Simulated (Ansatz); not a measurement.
# C3H9AlS: one molecule under many settings

Aim: run C3H9AlS under a spread of inputs, and see what each costs and gives.

Computed with Ansatz 0.2.0, Gaussian basis. Level: the settings change from run to run.

### Step 1. The relaxed structure

An earlier PBE0-D4 in a triple-zeta def2 set relaxation fixed the geometry.

14 atoms, charge 0, spin multiplicity 1.

Atoms are counted from 1 here; the program's logs count them from 0.

Bond lengths: C1–C2 1.514 Å, C1–H6 1.092 Å, C1–H7 1.092 Å, C1–H8 1.092 Å, C2–S3 1.813 Å, C2–H9 1.093 Å, C2–H10 1.092 Å, S3–C4 1.846 Å, S3–Al5 2.418 Å, C4–Al5 1.964 Å, C4–H11 1.088 Å, C4–H12 1.089 Å, Al5–H13 1.585 Å, Al5–H14 1.589 Å. Angles: C2–C1–H6 111.0°, C2–C1–H7 109.9°, C2–C1–H8 111.5°, H6–C1–H7 108.2°, H6–C1–H8 108.3°, H7–C1–H8 107.9°, C1–C2–S3 110.5°, C1–C2–H9 111.6°, C1–C2–H10 111.2°, S3–C2–H9 106.9°, S3–C2–H10 107.9°, H9–C2–H10 108.5°, C2–S3–C4 100.8°, C2–S3–Al5 100.4°, C4–S3–Al5 52.8°, S3–C4–Al5 78.7°, S3–C4–H11 109.2°, S3–C4–H12 107.3° and more.

### Step 2. B2GP-PLYP/def2-TZVPP

Options: a grid of angular degree 23, the search for lower states set to light.

The input, in.yaml:

```yaml
crystal:
  periodic: [false, false, false]
  atoms:
    - {symbol: C, position_ang: [-2.007807, 0.457212, -0.759842]}
    - {symbol: C, position_ang: [-0.784250, -0.420867, -0.608849]}
    - {symbol: S, position_ang: [0.727126, 0.577400, -0.685664]}
    - {symbol: C, position_ang: [1.954302, -0.598965, 0.033322]}
    - {symbol: Al, position_ang: [1.454240, 0.448681, 1.616909]}
    - {symbol: H, position_ang: [-2.079282, 1.172230, 0.061850]}
    - {symbol: H, position_ang: [-2.909664, -0.158786, -0.754233]}
    - {symbol: H, position_ang: [-1.987195, 1.014642, -1.698620]}
    - {symbol: H, position_ang: [-0.718611, -1.160048, -1.410724]}
    - {symbol: H, position_ang: [-0.790917, -0.946685, 0.348553]}
    - {symbol: H, position_ang: [1.629780, -1.618801, -0.164378]}
    - {symbol: H, position_ang: [2.908775, -0.409035, -0.455357]}
    - {symbol: H, position_ang: [2.385656, 1.659555, 2.039809]}
    - {symbol: H, position_ang: [0.205046, -0.045831, 2.466122]}
basis:
  gaussian: {orbitals: def2-TZVPP, final_grid: {core_spheres: 8, valence_spheres: 7, degree: 23}}
hamiltonian: {xc: {name: B2GP-PLYP}}
scf: {lower_state_search: light}
```

The run is started by

```
$ ansatz run in.yaml --threads 4 --pin off --events-out ev --progress --plain --max-ram 10444MiB
```

Output:

```text
Functional definition: B2GP-PLYP
  name "B2GP-PLYP"
  cite "Karton, Tarnopolsky, Lamère, Schatz & Martin, J. Phys. Chem. A 112, 12868 (2008) doi:10.1021/jp801805p"
  cite "Becke, Phys. Rev. A 38, 3098 (1988) doi:10.1103/PhysRevA.38.3098"
  cite "Lee, Yang & Parr, Phys. Rev. B 37, 785 (1988) doi:10.1103/PhysRevB.37.785"
  parameter a = 0.65
  parameter c = 0.36
  exchange = (1 - a)*b88_x + a*exact_x
  correlation = (1 - c)*lyp_c + c*(mp2_os + mp2_ss)
1740 factors; integrals over basis functions are off by at most 1.5e-3 eV
mean field evaluation 1: about -20665.0325 eV, gradient 4.5e1 eV
mean field evaluation 2: about -20665.2327 eV, gradient 4.5e1 eV
mean field evaluation 4: about -20669.9986 eV, gradient 3.7e0 eV
mean field evaluation 8: about -20670.0390 eV, gradient 2.9e-1 eV
mean field evaluation 16: about -20670.0393 eV, gradient 1.6e-4 eV
mean field -20670.03928627 eV, -759.6099331145 hartree, gradient 5.1e-6 eV, S^2 0.000000; 0 other end points of the search recorded, 0 dependent functions left out
13 core orbitals not correlated: weight in the atoms' cores, before any rotation towards them, 1.000 or more for the frozen orbitals, at most 0.000 for the correlated occupied ones
reference -20670.03943215 eV, -759.6099384756 hartree; 15, 15 occupied and 275, 275 virtual orbitals, 1740 factors
second order -25.00639289 eV of doubles, -0.00000000 eV of singles
Total energy: -20679.04173359 eV, -759.9407669515 hartree
```

Run time: 3.8 s. Hardware: 4 threads of Intel Xeon Platinum 8488C, shared host; peak memory 0.94 GiB.

### Step 3. wB97X-V/cc-pVTZ

Set apart from the defaults: multiplicity 3, finite nuclei.

in.yaml, as its differences from that of step 2:

```diff
@@ -18,4 +18,4 @@
 basis:
-  gaussian: {orbitals: def2-TZVPP, final_grid: {core_spheres: 8, valence_spheres: 7, degree: 23}}
-hamiltonian: {xc: {name: B2GP-PLYP}}
-scf: {lower_state_search: light}
+  gaussian: {orbitals: cc-pVTZ, nuclear_model: gaussian}
+magnetization: {spin_polarized: true, initial_magnetization: 2}
+hamiltonian: {xc: {name: wB97X-V}}
```

The command is unchanged.

Output (excerpt; [...] marks lines left out):

```text
Functional definition: wB97X-V
  name "wB97X-V"
  cite "Mardirossian & Head-Gordon, Phys. Chem. Chem. Phys. 16, 9904 (2014) doi:10.1039/C3CP54374A"
  cite "Becke, J. Chem. Phys. 107, 8554 (1997) doi:10.1063/1.475007"
  cite "Vydrov & Van Voorhis, J. Chem. Phys. 133, 244103 (2010) doi:10.1063/1.3521275"
[...]
      + integral(e_c_pw_opposite_spin*poly(b97_u_opposite, cos0, cos1)) + vv10(b, c)
1598 factors; their error is unknown
413 factors; integrals over basis functions are off by at most 9.3e-6 eV
[...]
mean field -20683.04787737 eV, -760.0879900199 hartree, gradient 1.9e-5 eV, S^2 2.010485; 4 other end points of the search recorded, 0 dependent functions left out
reference -20683.04787622 eV, -760.0879899778 hartree; 29, 27 occupied and 255, 257 virtual orbitals, 1598 factors
Total energy: -20683.04787622 eV, -760.0879899778 hartree
```

Wall time 33 s (4 threads of Intel Xeon Platinum 8488C, shared host); peak memory 2 GiB.

⟨S²⟩ 2.010.

### Step 4. B2GP-PLYP/STO-3G

in.yaml, as its differences from that of step 3:

```diff
@@ -18,4 +18,3 @@
 basis:
-  gaussian: {orbitals: cc-pVTZ, nuclear_model: gaussian}
-magnetization: {spin_polarized: true, initial_magnetization: 2}
-hamiltonian: {xc: {name: wB97X-V}}
+  gaussian: {orbitals: STO-3G}
+hamiltonian: {xc: {name: B2GP-PLYP}}
```

The command is unchanged.

Output (excerpt; [...] marks lines left out):

```text
Functional definition: B2GP-PLYP
  name "B2GP-PLYP"
  cite "Karton, Tarnopolsky, Lamère, Schatz & Martin, J. Phys. Chem. A 112, 12868 (2008) doi:10.1021/jp801805p"
  cite "Becke, Phys. Rev. A 38, 3098 (1988) doi:10.1103/PhysRevA.38.3098"
  cite "Lee, Yang & Parr, Phys. Rev. B 37, 785 (1988) doi:10.1103/PhysRevB.37.785"
[...]
532 factors; integrals over basis functions are off by at most 4.7e-5 eV
[...]
mean field -20431.88506951 eV, -750.8579270753 hartree, gradient 1.1e-6 eV, S^2 0.000000; 0 other end points of the search recorded, 0 dependent functions left out
13 core orbitals not correlated: weight in the atoms' cores, before any rotation towards them, 0.999 or more for the frozen orbitals, at most 0.000 for the correlated occupied ones
reference -20431.88517488 eV, -750.8579309475 hartree; 15, 15 occupied and 14, 14 virtual orbitals, 532 factors
second order -7.04745822 eV of doubles, -0.00000000 eV of singles
Total energy: -20434.42225984 eV, -750.9511671001 hartree
```

Run time: 0.45 s. Hardware: 4 threads of Intel Xeon Platinum 8488C, shared host.

### Step 5. revPBE/aug-cc-pVTZ

This run has multiplicity 3.

in.yaml, as its differences from that of step 4:

```diff
@@ -18,3 +18,5 @@
 basis:
-  gaussian: {orbitals: STO-3G}
-hamiltonian: {xc: {name: B2GP-PLYP}}
+  gaussian: {orbitals: aug-cc-pVTZ}
+magnetization: {spin_polarized: true, initial_magnetization: 2}
+hamiltonian: {xc: {name: revPBE}}
+output: {forces: true}
```

The command is unchanged.

Output (excerpt; [...] marks lines left out):

```text
Functional definition: revPBE
  name "revPBE"
  cite "Zhang & Yang, Phys. Rev. Lett. 80, 890 (1998) doi:10.1103/PhysRevLett.80.890"
  cite "Perdew, Burke & Ernzerhof, Phys. Rev. Lett. 77, 3865 (1996) doi:10.1103/PhysRevLett.77.3865"
[...]
1856 factors; their error is unknown
[...]
mean field -20683.03386294 eV, -760.0874749992 hartree, gradient 1.2e-5 eV, S^2 2.005632; 6 other end points of the search recorded, 0 dependent functions left out
[...]
reference -20683.03400013 eV, -760.0874800408 hartree; 29, 27 occupied and 416, 418 virtual orbitals, 1856 factors
Total energy: -20683.03400013 eV, -760.0874800408 hartree
Atom 0 at    -2.007807     0.457212    -0.759842 Å, force    -0.138337     0.171678    -0.021964 eV/Å
Atom 1 at    -0.784250    -0.420867    -0.608849 Å, force    -0.283854    -0.420293     0.162718 eV/Å
[...]
Atom 4 at     1.454240     0.448681     1.616909 Å, force     0.420152     0.387433     2.828128 eV/Å
Atom 5 at    -2.079282     1.172230     0.061850 Å, force    -0.030852     0.175846     0.182606 eV/Å
Atom 6 at    -2.909664    -0.158786    -0.754233 Å, force    -0.214881    -0.226408     0.027331 eV/Å
Atom 7 at    -1.987195     1.014642    -1.698620 Å, force     0.029757     0.138242    -0.197332 eV/Å
Atom 8 at    -0.718611    -1.160048    -1.410724 Å, force     0.104626    -0.216088    -0.232366 eV/Å
Atom 9 at    -0.790917    -0.946685     0.348553 Å, force    -0.052534    -0.234383     0.356089 eV/Å
Atom 10 at     1.629780    -1.618801    -0.164378 Å, force    -0.025196    -0.622468     0.655499 eV/Å
Atom 11 at     2.908775    -0.409035    -0.455357 Å, force     0.444643     0.378908     0.489656 eV/Å
Atom 12 at     2.385656     1.659555     2.039809 Å, force     0.012266     0.233882    -0.157023 eV/Å
Atom 13 at     0.205046    -0.045831     2.466122 Å, force    -0.136550    -0.116952    -0.097195 eV/Å
Dipole moment:    -0.324039    -0.261250    -0.692742 e Å
```

It took 23 s on 4 threads of Intel Xeon Platinum 8488C, shared host; peak memory 1.8 GiB.

Largest force 2.885 eV/Å, dipole 3.88 D, ⟨S²⟩ 2.006.

### Step 6. MP2/ANO-RCC-VTZP

Options: unrestricted orbitals, a grid of angular degree 47, correlated electrons set to all.

in.yaml, as its differences from that of step 5:

```diff
@@ -18,5 +18,6 @@
 basis:
-  gaussian: {orbitals: aug-cc-pVTZ}
-magnetization: {spin_polarized: true, initial_magnetization: 2}
-hamiltonian: {xc: {name: revPBE}}
+  gaussian: {orbitals: ANO-RCC-VTZP, final_grid: {core_spheres: 20, valence_spheres: 16, degree: 47}}
+magnetization: {spin_polarized: true, initial_magnetization: 0}
+hamiltonian: {xc: {name: HF}}
+correlation: {method: mp2, electrons: all}
 output: {forces: true}
```

Launched as before.

Output (excerpt; [...] marks lines left out):

```text
Functional definition: HF
  name "HF"
  cite "Fock, Z. Phys. 61, 126 (1930) doi:10.1007/BF01340294"
  parent pbe
[...]
1658 factors; integrals over basis functions are off by at most 1.1e-3 eV
[...]
mean field -20678.51243179 eV, -759.9213154691 hartree, gradient 1.5e-6 eV, S^2 0.000000; 0 other end points of the search recorded, 0 dependent functions left out
reference -20678.51243179 eV, -759.9213154691 hartree; 28, 28 occupied and 256, 256 virtual orbitals, 1658 factors
second order -29.61732075 eV of doubles, -0.00000000 eV of singles
[...]
Total energy: -20708.12975254 eV, -761.0097319312 hartree
Relativity: scalar
Atom 0 at    -2.007807     0.457212    -0.759842 Å, force     0.000765     0.052765     0.003934 eV/Å
Atom 1 at    -0.784250    -0.420867    -0.608849 Å, force     0.083752    -0.105393     0.062835 eV/Å
[...]
Atom 4 at     1.454240     0.448681     1.616909 Å, force    -0.039589     0.024691     0.034823 eV/Å
Atom 5 at    -2.079282     1.172230     0.061850 Å, force     0.041161    -0.146042    -0.145497 eV/Å
Atom 6 at    -2.909664    -0.158786    -0.754233 Å, force     0.181378     0.107066    -0.000299 eV/Å
Atom 7 at    -1.987195     1.014642    -1.698620 Å, force     0.026735    -0.117598     0.169218 eV/Å
Atom 8 at    -0.718611    -1.160048    -1.410724 Å, force    -0.012165     0.143130     0.130785 eV/Å
Atom 9 at    -0.790917    -0.946685     0.348553 Å, force    -0.001473     0.089402    -0.152571 eV/Å
Atom 10 at     1.629780    -1.618801    -0.164378 Å, force     0.013255     0.154432     0.015205 eV/Å
Atom 11 at     2.908775    -0.409035    -0.455357 Å, force    -0.159953    -0.011751     0.065421 eV/Å
Atom 12 at     2.385656     1.659555     2.039809 Å, force    -0.128728    -0.161862    -0.061651 eV/Å
Atom 13 at     0.205046    -0.045831     2.466122 Å, force     0.166449     0.063750    -0.121618 eV/Å
Dipole moment:    -0.284676    -0.309132    -0.337300 e Å
```

It took 31 s on 4 threads of Intel Xeon Platinum 8488C, shared host; peak memory 1.6 GiB.

Largest force 0.216 eV/Å, dipole 2.59 D, ⟨S²⟩ 0.000.

### Step 7. r2SCANh/6-31G

This run has D3(BJ) dispersion.

in.yaml, as its differences from that of step 6:

```diff
@@ -18,6 +18,4 @@
 basis:
-  gaussian: {orbitals: ANO-RCC-VTZP, final_grid: {core_spheres: 20, valence_spheres: 16, degree: 47}}
-magnetization: {spin_polarized: true, initial_magnetization: 0}
-hamiltonian: {xc: {name: HF}}
-correlation: {method: mp2, electrons: all}
+  gaussian: {orbitals: 6-31G}
+hamiltonian: {xc: {name: r2SCANh}, dispersion: d3bj}
 output: {forces: true}
```

Same command.

Output (excerpt; [...] marks lines left out):

```text
Warning: the engine holds no damping parameters fitted to this dispersion correction and functional, so the run takes those fitted to r2scanh beside the three-body term, which d3bj leaves out (hamiltonian.dispersion, under Limitations)
Functional definition: r2SCANh
  name "r2SCANh"
  cite "Bursch, Neugebauer, Ehlert & Grimme, J. Chem. Phys. 156, 134105 (2022) doi:10.1063/5.0086040"
  cite "Furness, Kaplan, Ning, Perdew & Sun, J. Phys. Chem. Lett. 11, 8208 (2020) doi:10.1021/acs.jpclett.0c02405"
  cite "Furness, Kaplan, Ning, Perdew & Sun, J. Phys. Chem. Lett. 11, 9248 (2020) doi:10.1021/acs.jpclett.0c03077"
  parent r2scan
[...]
947 factors; integrals over basis functions are off by at most 1.9e-4 eV
[...]
mean field -20683.01497494 eV, -760.0867808779 hartree, gradient 6.2e-5 eV, S^2 0.000000; 0 other end points of the search recorded, 0 dependent functions left out
[...]
reference -20683.01498705 eV, -760.0867813231 hartree; 28, 28 occupied and 43, 43 virtual orbitals, 947 factors
[...]
Atom 3 at     1.954302    -0.598965     0.033322 Å, force     0.954981    -0.953489     0.231058 eV/Å
Atom 4 at     1.454240     0.448681     1.616909 Å, force     0.374540    -0.048228     0.759313 eV/Å
Atom 5 at    -2.079282     1.172230     0.061850 Å, force    -0.007474     0.044730     0.052382 eV/Å
Atom 6 at    -2.909664    -0.158786    -0.754233 Å, force    -0.049415    -0.037814     0.007620 eV/Å
Atom 7 at    -1.987195     1.014642    -1.698620 Å, force     0.007815     0.028891    -0.049110 eV/Å
Atom 8 at    -0.718611    -1.160048    -1.410724 Å, force    -0.069079    -0.051640    -0.029858 eV/Å
Atom 9 at    -0.790917    -0.946685     0.348553 Å, force    -0.063712    -0.069615     0.045888 eV/Å
Atom 10 at     1.629780    -1.618801    -0.164378 Å, force     0.063563    -0.113983     0.119264 eV/Å
Atom 11 at     2.908775    -0.409035    -0.455357 Å, force     0.089004    -0.081373     0.106741 eV/Å
Atom 12 at     2.385656     1.659555     2.039809 Å, force     0.114843     0.168359     0.037614 eV/Å
Atom 13 at     0.205046    -0.045831     2.466122 Å, force    -0.193600    -0.065327     0.064490 eV/Å
Dipole moment:    -0.319406    -0.369097    -0.326413 e Å
```

Run time: 1.2 s. Hardware: 4 threads of Intel Xeon Platinum 8488C, shared host.

Largest force 2.394 eV/Å, dipole 2.82 D.

### Step 8. B3LYP/aug-cc-pVDZ

in.yaml, as its differences from that of step 7:

```diff
@@ -18,4 +18,3 @@
 basis:
-  gaussian: {orbitals: 6-31G}
-hamiltonian: {xc: {name: r2SCANh}, dispersion: d3bj}
-output: {forces: true}
+  gaussian: {orbitals: aug-cc-pVDZ}
+hamiltonian: {xc: {name: B3LYP}}
```

The command is unchanged.

Output (excerpt; [...] marks lines left out):

```text
Functional definition: B3LYP
  name "B3LYP"
  cite "Stephens, Devlin, Chabalowski & Frisch, J. Phys. Chem. 98, 11623 (1994) doi:10.1021/j100096a001"
  cite "Becke, Phys. Rev. A 38, 3098 (1988) doi:10.1103/PhysRevA.38.3098"
  cite "Lee, Yang & Parr, Phys. Rev. B 37, 785 (1988) doi:10.1103/PhysRevB.37.785"
  cite "Vosko, Wilk & Nusair, Can. J. Phys. 58, 1200 (1980) doi:10.1139/p80-159"
[...]
1971 factors; their error is unknown
[...]
mean field -20691.42631203 eV, -760.3958918146 hartree, gradient 4.1e-5 eV, S^2 0.000000; 0 other end points of the search recorded, 0 dependent functions left out
reference -20691.42672401 eV, -760.3959069545 hartree; 28, 28 occupied and 176, 176 virtual orbitals, 1971 factors
Total energy: -20691.42672401 eV, -760.3959069545 hartree
```

Wall time 1.9 s (4 threads of Intel Xeon Platinum 8488C, shared host); peak memory 0.52 GiB.

### Step 9. PBE0/def2-mTZVPP

This run has charge +1, multiplicity 2, the search for lower states set to off.

in.yaml, as its differences from that of step 8:

```diff
@@ -18,3 +18,7 @@
 basis:
-  gaussian: {orbitals: aug-cc-pVDZ}
-hamiltonian: {xc: {name: B3LYP}}
+  gaussian: {orbitals: def2-mTZVPP}
+total_charge: 1
+magnetization: {spin_polarized: true, initial_magnetization: 1}
+hamiltonian: {xc: {name: PBE0}}
+scf: {lower_state_search: off}
+output: {forces: true}
```

Launched as before.

Output (excerpt; [...] marks lines left out):

```text
Functional definition: PBE0
  name "PBE0"
  cite "Adamo & Barone, J. Chem. Phys. 110, 6158 (1999) doi:10.1063/1.478522"
  cite "Perdew, Burke & Ernzerhof, Phys. Rev. Lett. 77, 3865 (1996) doi:10.1103/PhysRevLett.77.3865"
  parent pbe
[...]
1401 factors; integrals over basis functions are off by at most 1.1e-3 eV
[...]
mean field -20671.64133219 eV, -759.6688072162 hartree, gradient 3.5e-6 eV, S^2 0.755410; 0 other end points of the search recorded, 0 dependent functions left out
[...]
reference -20671.64136874 eV, -759.6688085594 hartree; 28, 27 occupied and 123, 124 virtual orbitals, 1401 factors
Total energy: -20671.64136874 eV, -759.6688085594 hartree
Atom 0 at    -2.007807     0.457212    -0.759842 Å, force     0.061184     0.289571    -0.010988 eV/Å
Atom 1 at    -0.784250    -0.420867    -0.608849 Å, force    -0.637586    -0.019041    -0.159860 eV/Å
[...]
Atom 6 at    -2.909664    -0.158786    -0.754233 Å, force     0.066878    -0.050636     0.006541 eV/Å
Atom 7 at    -1.987195     1.014642    -1.698620 Å, force    -0.070129    -0.019500    -0.029184 eV/Å
Atom 8 at    -0.718611    -1.160048    -1.410724 Å, force     0.168098    -0.052166    -0.078277 eV/Å
Atom 9 at    -0.790917    -0.946685     0.348553 Å, force     0.134640    -0.040545     0.093435 eV/Å
Atom 10 at     1.629780    -1.618801    -0.164378 Å, force    -0.150526    -0.199099     0.603850 eV/Å
Atom 11 at     2.908775    -0.409035    -0.455357 Å, force     0.434700     0.325753     0.582537 eV/Å
Atom 12 at     2.385656     1.659555     2.039809 Å, force     0.036940    -0.278426    -0.292425 eV/Å
Atom 13 at     0.205046    -0.045831     2.466122 Å, force     0.159637    -0.159427    -0.346302 eV/Å
Dipole moment:     0.180155    -0.414910    -0.248115 e Å
Checks for a lower state left out: stability, starts, cluster_reference, orbital_swaps, neighbouring_geometries, increment
```

It took 2 s on 4 threads of Intel Xeon Platinum 8488C, shared host; peak memory 0.43 GiB.

Largest force 3.610 eV/Å, ⟨S²⟩ 0.755.

### Step 10. SPW92/6-31++G**

This run has charge +1, multiplicity 2.

in.yaml, as its differences from that of step 9:

```diff
@@ -18,7 +18,5 @@
 basis:
-  gaussian: {orbitals: def2-mTZVPP}
+  gaussian: {orbitals: "6-31++G**"}
 total_charge: 1
 magnetization: {spin_polarized: true, initial_magnetization: 1}
-hamiltonian: {xc: {name: PBE0}}
-scf: {lower_state_search: off}
-output: {forces: true}
+hamiltonian: {xc: {name: SPW92}}
```

The command is unchanged.

Output:

```text
Functional definition: SPW92
  name "SPW92"
  cite "Dirac, Proc. Camb. Phil. Soc. 26, 376 (1930) doi:10.1017/S0305004100016108"
  cite "Slater, Phys. Rev. 81, 385 (1951) doi:10.1103/PhysRev.81.385"
  cite "Perdew & Wang, Phys. Rev. B 45, 13244 (1992) doi:10.1103/PhysRevB.45.13244"
  exchange = slater_x
  correlation = pw_c
1616 factors; their error is unknown
mean field evaluation 1: about -20549.6120 eV, gradient 8.0e1 eV
mean field evaluation 2: about -20390.6758 eV, gradient 1.5e2 eV
mean field evaluation 4: about -20575.7966 eV, gradient 3.4e1 eV
mean field evaluation 8: about -20583.4140 eV, gradient 7.6e-1 eV
mean field evaluation 16: about -20583.3141 eV, gradient 3.6e-2 eV
mean field evaluation 32: about -20583.3141 eV, gradient 1.2e-5 eV
mean field -20583.31411989 eV, -756.4228420344 hartree, gradient 9.2e-6 eV, S^2 0.751186; 6 other end points of the search recorded, 0 dependent functions left out
reference -20583.31421372 eV, -756.4228454829 hartree; 28, 27 occupied and 129, 130 virtual orbitals, 1616 factors
Total energy: -20583.31421372 eV, -756.4228454829 hartree
```

Run time: 2.7 s. Hardware: 4 threads of Intel Xeon Platinum 8488C, shared host; peak memory 0.5 GiB.

⟨S²⟩ 0.751.

### Step 11. The runs in one table

| level | charge | multiplicity | geometry | functions | energy (eV) | time |
| --- | --- | --- | --- | --- | --- | --- |
| B2GP-PLYP/def2-TZVPP | 0 | 1 | relaxed | 303 | -20679.042 | 3.8 s |
| wB97X-V/cc-pVTZ | 0 | 3 | relaxed | 284 | -20683.048 | 33 s |
| B2GP-PLYP/STO-3G | 0 | 1 | relaxed | 42 | -20434.422 | 0.45 s |
| revPBE/aug-cc-pVTZ | 0 | 3 | relaxed | 445 | -20683.034 | 23 s |
| MP2/ANO-RCC-VTZP | 0 | 1 | relaxed | 284 | -20708.130 | 31 s |
| r2SCANh/6-31G | 0 | 1 | relaxed | 71 | -20683.118 | 1.2 s |
| B3LYP/aug-cc-pVDZ | 0 | 1 | relaxed | 204 | -20691.427 | 1.9 s |
| PBE0/def2-mTZVPP | 1 | 2 | relaxed | 151 | -20671.641 | 2 s |
| SPW92/6-31++G** | 1 | 2 | relaxed | 157 | -20583.314 | 2.7 s |

### Step 12. Summary of results

```
                                         quantity                     value
                                             runs                         9
                                         quickest  B2GP-PLYP/STO-3G, 0.45 s
                                          slowest     wB97X-V/cc-pVTZ, 33 s
spread of total energies, same state and geometry                  273.7 eV
                  dipole, same state and geometry            2.59 to 2.82 D
```

What this shows: Run time spans a factor of 73, from B2GP-PLYP/STO-3G to wB97X-V/cc-pVTZ. The jobs differ in tasks and options as well as level. The totals spread over 274 eV; they can't be compared across methods or bases. Some of these runs are scalar-relativistic and others not, which shifts the totals of all-electron atoms past neon by several eV an atom and more; core potentials, where a basis has them, take the core out of the total altogether. At the PBE0-D4/def2-TZVP geometry and in the same state, the sound runs without point charges leave forces up to 2.39 eV/Å (r2SCANh/6-31G).
